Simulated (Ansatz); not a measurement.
Write a Python script for the Python package of Ansatz (0.2.0) that makes harmonic frequencies at the relaxed geometry of F₂GeH₂, SMILES [F][GeH2][F]. Use (for the species named): CAM-B3LYP, def2-SVP basis, multiplicity 1.

```yaml
atoms:
  - { symbol: F, position_ang: [-0.5733, 0.2203, 1.6017] }
  - { symbol: Ge, position_ang: [0.0280, -0.0341, -0.0137] }
  - { symbol: F, position_ang: [-1.0250, 0.7401, -1.2278] }
  - { symbol: H, position_ang: [0.1540, -1.5472, -0.2806] }
  - { symbol: H, position_ang: [1.4661, 0.5472, -0.1209] }
```

The script, `f2geh2_freq.py`:
```python
import warnings

import ansatz as az
import numpy as np


def main() -> None:
    warnings.simplefilter('ignore', az.DeckWarning)

    mol = (
        az.Crystal.molecule()
        .atom('F', (-0.5733, 0.2203, 1.6017))
        .atom('Ge', (0.028, -0.0341, -0.0137))
        .atom('F', (-1.025, 0.7401, -1.2278))
        .atom('H', (0.154, -1.5472, -0.2806))
        .atom('H', (1.4661, 0.5472, -0.1209))
    )

    setup = mol.calculation()
    setup = setup.basis(gaussian='def2-SVP')
    setup = setup.functional('cam_b3lyp')
    symbols = [site.symbol for site in mol.cartesian_sites]
    start = np.array([site.position_ang for site in mol.cartesian_sites], dtype=float)
    def progress(event):
        if event['event'] == 'relax_step':
            row = event['data']
            print(f'step {row["step"]:3d}  E = {row["lagrangian_ev"]:.6f} eV  max force {row["allowed_force_max_ev_ang"]:.4f} eV/A')


    data = setup.relax(force_tolerance=0.003).session().plan().execute(on_event=progress).report
    end = np.array(data['positions_ang'])

    print('bond        before    after (A)')
    for i, j in [(0, 1), (1, 2), (1, 3), (1, 4)]:
        d0, d1 = (np.linalg.norm(xyz[i] - xyz[j]) for xyz in (start, end))
        print(f'{symbols[i]}{i}-{symbols[j]}{j}'.ljust(10), f'{d0:8.4f} {d1:8.4f}')
    for i, j, k in [(0, 1, 2), (0, 1, 3), (0, 1, 4), (2, 1, 3), (2, 1, 4), (3, 1, 4)]:
        u, v = end[i] - end[j], end[k] - end[j]
        print(f'angle {symbols[i]}{i}-{symbols[j]}{j}-{symbols[k]}{k}: {np.degrees(np.arccos(np.clip(u @ v / np.linalg.norm(u) / np.linalg.norm(v), -1, 1))):.2f} deg')

    minimum = az.Crystal.molecule()
    for symbol, xyz in zip(symbols, end):
        minimum = minimum.atom(symbol, xyz.tolist())
    vibrating = (
        minimum.calculation()
        .basis(gaussian='def2-SVP')
        .functional('cam_b3lyp')
        .phonons(temperatures=(100, 500, 100))
    )
    vib = vibrating.run(threads=1).report['vibrations']
    sums = vib['harmonic_sums']
    modes = [m['omega_inv_cm'] for m in sums['modes_at_gamma'] if m['rigid_motion'] == 'no']
    print('frequencies (1/cm):', ' '.join(f'{w:.0f}' for w in modes))
    print('imaginary modes:', sum(w < 0 for w in modes), ' zero-point energy:', round(sums['zero_point_energy_ev'], 4), 'eV')
    print('T (K)   F_vib (eV)   S_vib (meV/K)   C_vib (meV/K)')
    for row in zip(sums['temperatures_k'], sums['vibrational_free_energy_ev'], vib['entropy_ev_per_k'], vib['heat_capacity_ev_per_k']):
        print(f'{row[0]:6.1f} {row[1]:11.4f} {1000 * row[2]:13.4f} {1000 * row[3]:15.4f}')


if __name__ == '__main__':
    main()
```

```console
$ python f2geh2_freq.py
step   1  E = -61976.632118 eV  max force 1.3914 eV/A
step   2  E = -61976.780634 eV  max force 0.5138 eV/A
step   3  E = -61976.819446 eV  max force 0.1198 eV/A
step   4  E = -61976.821332 eV  max force 0.0134 eV/A
step   5  E = -61976.821369 eV  max force 0.0035 eV/A
step   6  E = -61976.821369 eV  max force 0.0000 eV/A
bond        before    after (A)
F0-Ge1       1.7424   1.7242
Ge1-F2       1.7839   1.7242
Ge1-H3       1.5416   1.5249
Ge1-H4       1.5548   1.5249
angle F0-Ge1-F2: 104.97 deg
angle F0-Ge1-H3: 107.97 deg
angle F0-Ge1-H4: 107.97 deg
angle F2-Ge1-H3: 107.97 deg
angle F2-Ge1-H4: 107.97 deg
angle H3-Ge1-H4: 119.10 deg
frequencies (1/cm): 244 608 664 741 757 847 866 2232 2245
imaginary modes: 0  zero-point energy: 0.5706 eV
T (K)   F_vib (eV)   S_vib (meV/K)   C_vib (meV/K)
 100.0      0.5704        0.0121          0.0358
 200.0      0.5668        0.0657          0.1421
 300.0      0.5562        0.1491          0.2753
 400.0      0.5366        0.2431          0.3776
 500.0      0.5076        0.3356          0.4505
```

Notes:
- Total energies depend on the basis set; only differences at equal settings carry meaning.
- The frequencies are harmonic and unscaled, in a modest basis. The result belongs to the one conformer reached from this start, and soft torsions count as harmonic oscillators.
- Wall time of the script: 42 s on 1 thread of Arm Neoverse V2, on a shared host, peak memory 0.23 GiB.

(Lines on the test bed's own set-up are left out of the output.)
